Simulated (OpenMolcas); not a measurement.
**Cu²⁺ among point charges: CASSCF and CASPT2 levels and susceptibility**

How does a field of 6 point charges split the states of Cu²⁺, and what χT follows?

The numbers are computed with OpenMolcas 26.06 (state-averaged CASSCF and CASPT2, spin-orbit coupling by RASSI with atomic mean-field integrals), except any that are marked as measured or tabulated.

## 1. The atom as given

| Item | Value |
| --- | --- |
| Species | Cu²⁺ (copper, Z = 29, 27 electrons) |
| Basis | ANO-RCC-VDZP [5s4p2d1f], 34 functions |
| Scalar Hamiltonian | DKH2, point nucleus |
| Inactive shells | 1s 2s 2p 3s 3p |
| Active space | 9 electrons in 5 orbitals (3d) |
| Some configurations of this space | 3d9 |
| Orbitals | optimised for each spin and parity, averaged over all roots |

Outer shells as boxes (Hund's rule):

3d9
```
3d [↑↓][↑↓][↑↓][↑↓][↑ ]
```

The ion sits among 6 point charges of -1 e arranged as a trigonal prism (D3h), 1.79 Å from the ion, with a polar angle of 43.7° against the regular 49.1°.

Each step is its own input file, run in one work folder so that later steps find the files of earlier ones. Labels, J, g values, rates, χT and fits are worked out afterwards by a script from the matrices that RASSI stores.

## 2. One- and two-electron integrals

a.inp

```
&GATEWAY
Coord
1

Cu 0.0 0.0 0.0
Basis=ANO-RCC-VDZP
Group=NoSym
NoMove
AngMom=0.0 0.0 0.0
AMFI
XField
6 Angstrom 0
1.236657 0.000000 1.294133 -1.000000
-0.618328 1.070976 1.294133 -1.000000
-0.618328 -1.070976 1.294133 -1.000000
1.236657 0.000000 -1.294133 -1.000000
-0.618328 1.070976 -1.294133 -1.000000
-0.618328 -1.070976 -1.294133 -1.000000
&SEWARD
```

The run is started by

```
> OMP_NUM_THREADS=1 MOLCAS_MEM=1689 MOLCAS_PROJECT=a pymolcas a.inp > a.log
```

## 3. CASSCF: doublets, 5 roots

a.inp

```
&RASSCF
FileOrb=start.orb
Symmetry=1
Spin=2
nActEl=9 0 0
Inactive=9
Ras2=5
CIRoot=5 5 1
SDav=5
CIMx=300
Iter=120 100
PrWF=0.3
OrbListing=Nothing
MaxOrb=0
>>> COPY $Project.JobIph JOB001
```

start.orb holds the contracted functions of the basis, ordered by shell, or the orbitals of the step before.

## 4. RASSI: spin-orbit coupling between the states

a.inp

```
&RASSI
NrOfJobIphs=1 5
1 2 3 4 5
IphNames
JOB001
EJob
SpinOrbit
DIPRint=1.0
SOCoupling=1000.0
Subsets=2
Property=9
'ANGMOM' 1 'ANGMOM' 2 'ANGMOM' 3 'MLTPL  1' 1 'MLTPL  1' 2 'MLTPL  1' 3
'AMFI' 1 'AMFI' 2 'AMFI' 3
SOProperty=3
'ANGMOM' 1 'ANGMOM' 2 'ANGMOM' 3
```

## 5. CASPT2: IPEA 0.25, imaginary shift 0.1 (closed shells correlated: 3s 3p)

a.inp

```
>>> COPY JOB001 $Project.JobIph
&CASPT2
Multistate=5 1 2 3 4 5
NoMult
Frozen=5
IPEA=0.25
Imaginary=0.1
MaxIter=60
WThr=0.0 0.3 0.05
PrWF=0.5
NoMix
```

(Steps that only read results are left out.)

Q: Predict the outcome of this session. Wanted: spin-free ground state; first state of the same spin within the active space; lowest level; next level.

**Answer**, as computed:

| quantity | value |
| --- | --- |
| method | SS-CASPT2, IPEA 0.25, imaginary shift 0.1 (closed shells correlated: 3s 3p) |
| spin-free ground state | 2E, 2-fold in its orbital part |
| first state of the same spin within the active space | 2A1 at 1310 cm⁻¹ |
| lowest level | 2-fold E3/2, g = 0.00, 0.00, 3.98 |
| next level | 261.0 cm⁻¹ |
| χT at 300 K | 1.09 cm³ K/mol |
| effective moment at 300 K | 2.96 μB |

Cost by method:

```tsv
method	time of its own steps	time with the reference
A. CASSCF	1.4 s	1.4 s
B. SS-CASPT2, IPEA 0.25, imaginary shift 0.1, +3s 3p	0.52 s	1.9 s
```

Times are of one thread on a shared host.

What this shows: The spin-free ground state (2E) comes to 100 % from free-ion D terms and keeps the highest spin of the shell. χT at 300 K is 1.09, against 0.38 cm³ K/mol for the spin alone, so orbital moment adds to it. CASPT2 does not keep the components of a term degenerate, and the means are used. The field of point charges can differ much from that of real complexes. Point charges carry no covalency, so the field is a model and not that of real ligands.
